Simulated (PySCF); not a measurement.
# Pb2O(OH)2: other functionals and bases at one geometry

The task here is to estimate one member of a computed series from the others.

Program: PySCF 2.14.0. Level of theory: several levels, as the steps say, no spin–orbit coupling. These are calculated values, not measurements.

4 further runs of the same task are left out: 2 for a known fault of the program, 2 that didn't finish.

## Starting geometry

7 atoms, charge 0, spin multiplicity 1.

Bond lengths: Pb1–O3 2.091 Å, Pb1–O4 2.105 Å, Pb2–O3 2.091 Å, Pb2–O6 2.105 Å, O4–H5 0.967 Å, O6–H7 0.967 Å. Angles: O3–Pb1–O4 93.3°, O3–Pb2–O6 93.3°, Pb1–O3–Pb2 157.4°, Pb1–O4–H5 107.8°, Pb2–O6–H7 107.8°.

Geometry (Å):

```xyz
7
H2O3Pb2
Pb   -1.2723    0.0000    2.0503
Pb   -1.2723    0.0000   -2.0503
O    -0.8632    0.0000    0.0000
O     0.7657    0.0000    2.5790
H     1.2829    0.0000    1.7617
O     0.7657    0.0000   -2.5790
H     1.2829    0.0000   -1.7617
```

Formal oxidation states: Pb +2. An earlier session relaxed this geometry at PBE0, Pb def2-SVP with ECP60, O def2-SVP, H def2-SVP (singlet, point group C2v).

At PBE0 on the finer grid: E = -612.257491 Eh, HOMO -6.81 eV, LUMO -2.02 eV, Mulliken charge on Pb1 +0.75 e, largest force component 0.023 eV/Å. 

Levels to run: HF; CAM-B3LYP; TPSS; r2SCAN; PBE0, TZVP; PBE0, x2c-SVP. Hardware: 2 threads of Arm Neoverse V2, shared host.

Set-up of the first run:

File run.py (the lines that set the calculation):

```python
mol = gto.M(atom='''
Pb    -1.27228     0.00000     2.05026
Pb    -1.27228     0.00000    -2.05026
O     -0.86316     0.00000     0.00000
O      0.76570     0.00000     2.57901
H      1.28286     0.00000     1.76166
O      0.76570     0.00000    -2.57901
H      1.28286     0.00000    -1.76166''',
    basis={'Pb': 'def2-SVP', 'O': 'def2-SVP', 'H': 'def2-SVP'},
    ecp={'Pb': 'def2-SVP'},
    charge=0, spin=0)
mf = scf.RHF(mol)
mf = mf.density_fit()  # fitting sets: Pb def2-universal-JKFIT, O def2-universal-JKFIT, H def2-universal-JKFIT
mf.conv_tol = 1e-08; mf.max_cycle = 55
mf.kernel(dm0)  # dm0: the density of the relaxed state
```

On the command line:

```console
$ OMP_NUM_THREADS=2 python run.py
```

Among the steps run: HF; CAM-B3LYP; TPSS; r2SCAN; PBE0, TZVP; PBE0, x2c-SVP.

One of the session's tables, all rows but one given; the rest of the session is left out.

| level | HOMO (eV) | gap (eV) | charge on Pb1 (e) | dipole (D) | largest force component (eV/Å) |
| --- | --- | --- | --- | --- | --- |
| PBE0 (relaxed here) | -6.81 | 4.79 | 0.75 | 4.40 | 0.02 |
| HF | -9.85 | 10.46 | 1.04 | 5.63 | 1.19 |
| CAM-B3LYP | -8.11 | 6.95 | 0.74 | 4.48 | 0.24 |
| TPSS | -5.54 | 2.97 | 0.67 | 3.78 | 0.61 |
| r2SCAN | ? | ? | ? | ? | ? |
| PBE0, TZVP | -7.03 | 4.89 | 0.82 | 5.02 | 0.44 |
| PBE0, x2c-SVP | -6.84 | 4.80 | 0.77 | 4.36 | 0.34 |

Estimate the missing values for r2SCAN.

As computed: HOMO (eV): -5.76; gap (eV): 3.19; charge on Pb1 (e): 0.73; dipole (D): 4.02; largest force component (eV/Å): 0.19. In the column «HOMO (eV)» it lies between PBE0 (relaxed here) (-6.81) and TPSS (-5.54).

In one basis the HOMO–LUMO gap runs from 2.97 eV (TPSS) to 10.46 eV (HF). The largest leftover force, 1.19 eV/Å with HF, stands at a geometry relaxed at another level. Total energies of different levels can't be compared.
